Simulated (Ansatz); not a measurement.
**CH₃ClF₂SZr: taking an electron away**

The task here is to estimate one member of a computed series from the others.

The runs use Ansatz 0.2.0, Gaussian basis; unrestricted cation, the program's frozen cores in correlated methods.

Plan: UKS PBE-D4/def2-TZVPP; UKS r2SCAN-D4/def2-TZVPP; UKS PBE0-D4/def2-TZVPP; UKS B3LYP-D4/def2-TZVPP; UKS wB97X-V/def2-TZVPP; UKS wB97M-V/def2-TZVPP; UKS B2PLYP/def2-TZVPP; UHF-CCSD(T)/def2-TZVPP; UHF-MP2/def2-QZVPP; extrapolation to the limit; then −ε(HOMO) from the neutral's earlier runs with LDA (SPW92), PBE-D4, revPBE-D4, BLYP-D4, r2SCAN-D4, B97M-V, PBE0-D4, B3LYP-D4, r2SCANh-D4, r2SCAN0-D4, HSE06-D4, BHLYP-D4, CAM-B3LYP-D4, LC-ωPBE, ωB97X-V, ωB97M-V.

## The relaxed structure

All runs share one geometry, relaxed beforehand with PBE0-D4 in a triple-zeta def2 set. Zr takes the def2 core potential; no spin-orbit term is included.

SMILES `C[S][Zr]([F])([F])[Cl]`, 9 atoms, charge 0, spin multiplicity 1.

Atoms are counted from 1 here; the program's logs count them from 0.

Bond lengths: C1–S2 1.829 Å, C1–H7 1.088 Å, C1–H8 1.089 Å, C1–H9 1.099 Å, S2–Zr3 2.399 Å, Zr3–F4 1.896 Å, Zr3–F5 1.896 Å, Zr3–Cl6 2.337 Å. Angles: S2–C1–H7 108.8°, S2–C1–H8 108.8°, S2–C1–H9 114.3°, H7–C1–H8 110.5°, H7–C1–H9 107.1°, H8–C1–H9 107.1°, C1–S2–Zr3 88.1°, S2–Zr3–F4 108.3°, S2–Zr3–F5 108.3°, S2–Zr3–Cl6 108.6°, F4–Zr3–F5 107.9°, F4–Zr3–Cl6 111.8°, F5–Zr3–Cl6 111.8°.

As a file:

```xyz
9

C     0.64136   -1.40195   -0.19424
S     0.29382   -0.63589    1.42945
Zr   -0.57920    1.26631    0.25600
F    -1.99835    0.67995   -0.85550
F     0.78871    1.95528   -0.86077
Cl   -1.29753    2.84256    1.82459
H     1.71076   -1.58892   -0.27307
H     0.08423   -2.33404   -0.26978
H     0.35619   -0.78330   -1.05669
```

Set-up of the first run:

Input file in.yaml:

```yaml
crystal:
  periodic: [false, false, false]
  atoms:
    - {symbol: C, position_ang: [0.641363, -1.401947, -0.194238]}
    - {symbol: S, position_ang: [0.293819, -0.635887, 1.429446]}
    - {symbol: Zr, position_ang: [-0.579195, 1.266307, 0.256003]}
    - {symbol: F, position_ang: [-1.998347, 0.679948, -0.855497]}
    - {symbol: F, position_ang: [0.788712, 1.955279, -0.860767]}
    - {symbol: Cl, position_ang: [-1.297534, 2.842562, 1.824590]}
    - {symbol: H, position_ang: [1.710762, -1.588918, -0.273066]}
    - {symbol: H, position_ang: [0.084234, -2.334037, -0.269776]}
    - {symbol: H, position_ang: [0.356186, -0.783296, -1.056694]}
basis:
  gaussian: {orbitals: def2-TZVPP}
total_charge: 1
magnetization: {spin_polarized: true, initial_magnetization: 1}
hamiltonian: {xc: pbe, dispersion: d4}
```

On the command line:

```sh
$ ansatz run in.yaml --threads 2 --pin off --events-out ev --progress --plain --max-ram 32768MiB --backend cuda --devices 0, --max-vram 18GiB
```

Steps of the session up to this table: Cation, UKS PBE-D4/def2-TZVPP; Cation, UKS r2SCAN-D4/def2-TZVPP; Cation, UKS PBE0-D4/def2-TZVPP; Cation, UKS B3LYP-D4/def2-TZVPP; Cation, UKS wB97X-V/def2-TZVPP; Cation, UKS wB97M-V/def2-TZVPP; Cation, UKS B2PLYP (frozen core)/def2-TZVPP; Cation, UHF-CCSD(T)/def2-TZVPP; Cation, UHF-MP2/def2-QZVPP.

One of the session's tables, all rows but one given; the rest of the session is left out.

Orbital estimates, from the neutral's runs:

```
  functional  −ε(HOMO) (eV)
 LDA (SPW92)           6.64
      PBE-D4           6.49
   revPBE-D4           6.43
     BLYP-D4           6.34
   r2SCAN-D4           6.77
      B97M-V           6.84
     PBE0-D4           7.71
    B3LYP-D4           7.47
  r2SCANh-D4           7.22
  r2SCAN0-D4              ?
    HSE06-D4           7.31
    BHLYP-D4           8.78
CAM-B3LYP-D4           9.00
     LC-ωPBE          10.35
     ωB97X-V          10.01
     ωB97M-V           9.85
```

**Question.** Estimate the row for r2SCAN0-D4.

Worked estimate for «−ε(HOMO) (eV)». Against the share of exact exchange, r2SCAN-D4 (0, 6.77), r2SCANh-D4 (0.1, 7.22) give a slope of 4.50 per unit share; at 0.25 the line stands at 7.89.

The run gave: −ε(HOMO) (eV): 7.89. In «−ε(HOMO) (eV)» the line misses by 0.00.
